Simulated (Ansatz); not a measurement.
Write a Python script for Ansatz's Python interface that makes a comparison of dispersion corrections of F₃Sb, SMILES [F][Sb]([F])[F]. Level of theory (for the species named): r2SCAN, def2-SVP basis, multiplicity 1, D3BJ dispersion.

```json
{"atom": "F", "x (Å)": "-1.5427", "y (Å)": "-0.4126", "z (Å)": "0.4243"}
{"atom": "Sb", "x (Å)": "0.1371", "y (Å)": "0.6155", "z (Å)": "0.5378"}
{"atom": "F", "x (Å)": "1.1469", "y (Å)": "-1.0846", "z (Å)": "0.4677"}
{"atom": "F", "x (Å)": "0.3142", "y (Å)": "0.8214", "z (Å)": "-1.4502"}
```

The script, `f3sb_disp.py`:
```python
'''Size of D3 and D4 in F3Sb.'''

import ansatz as az
from ase import Atoms

BASIS_SET = 'def2-SVP'


def main() -> None:
    atoms = Atoms(['F', 'Sb', 'F', 'F'], positions=[
        [-1.5427, -0.4126, 0.4243],
        [0.1371, 0.6155, 0.5378],
        [1.1469, -1.0846, 0.4677],
        [0.3142, 0.8214, -1.4502],
    ])
    system = az.Crystal.molecule_from_ase(atoms)

    calculation = system.calculation().basis(gaussian=BASIS_SET)
    for name in ['r2scan', 'b3lyp']:
        for correction in ('d3bj', 'd4'):
            report = calculation.functional(name, dispersion=correction).run().report
            print(f'{name:8s} {correction:5s} total {report["free_energy_ev"]:.5f} eV, of which dispersion {1000 * report["dispersion"]["energy"]["ev"]:.2f} meV')


if __name__ == '__main__':
    main()
```

```console
$ python f3sb_disp.py
DeckWarning: the engine holds no damping parameters fitted to this dispersion correction and functional, so the run takes those fitted to r2scan beside the three-body term, which d3bj leaves out (hamiltonian.dispersion, under Limitations)
r2scan   d3bj  total -14682.66548 eV, of which dispersion -13.51 meV
r2scan   d4    total -14682.66714 eV, of which dispersion -15.17 meV
b3lyp    d3bj  total -14685.65676 eV, of which dispersion -102.73 meV
b3lyp    d4    total -14685.66991 eV, of which dispersion -115.88 meV
```
(Warnings from the package without file and line.)

Reading the output:
- Total energies depend on the basis set; only differences at equal settings carry meaning.
- The geometry is a force-field or estimated start, not a minimum of this method, and the basis set is short of its limit. D4 holds the three-body term, and d3bj doesn't.
- def2 sets replace the cores of elements past krypton by effective core potentials.
- b3lyp holds the VWN-RPA fit, as in Gaussian; the form of ORCA and Turbomole is b3lyp5.
- A dispersion term here runs with damping parameters fitted for another variant or functional.
- Timing: 9.2 s on 1 thread of Arm Neoverse V1, with other jobs on the host, peak memory 0.21 GiB.
